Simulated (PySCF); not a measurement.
# Cl2H9N3Ta ([TaCl2(NH3)3]2+): the cost of one run

Computed with PySCF 2.14.0 and routines of our own; the level stands in each step. Atoms count from 0.

## 1. The starting structure

15 atoms, charge 2, states of the metal's open shell are computed; geometry from: model geometry, bond lengths from ionic radii.

## 2. Ligand-field states: state-averaged CASSCF

Job settings and geometry (Å):

```
{"job": {"kind": "lf", "basis": {"metal": "x2c-TZVPall", "ligand": "x2c-SVPall"}, "nevpt": true}, "charge": 2, "metal": "Ta", "open_shell": "d1"}
Ta     0.000000     0.000000     0.000000
Cl     0.000000     0.000000     2.330000
Cl     0.000000     0.000000    -2.330000
N      2.050000     0.000000     0.000000
H      2.440337     0.942357     0.000000
H      2.440337    -0.471179     0.816105
H      2.440337    -0.471179    -0.816105
N     -1.025000     1.775352     0.000000
H     -1.220169     2.113394     0.942357
H     -0.513401     2.521447    -0.471179
H     -1.926936     1.705341    -0.471179
N     -1.025000    -1.775352     0.000000
H     -1.220169    -2.113394     0.942357
H     -1.926936    -1.705341    -0.471179
H     -0.513401    -2.521447    -0.471179
```

Method: state-averaged CASSCF of the metal d shell, SC-NEVPT2 on the averaged canonical orbitals, state-interaction spin-orbit coupling.

On the command line:

```
OMP_NUM_THREADS=1 python lf_run.py task.json out
```

The driver reads the jobs from task.json and runs them one after another.

Q: Estimate the wall time and peak memory of this first job on 1 thread of Arm Neoverse N1, shared host.

About 67 s, with a peak of 0.61 GiB.
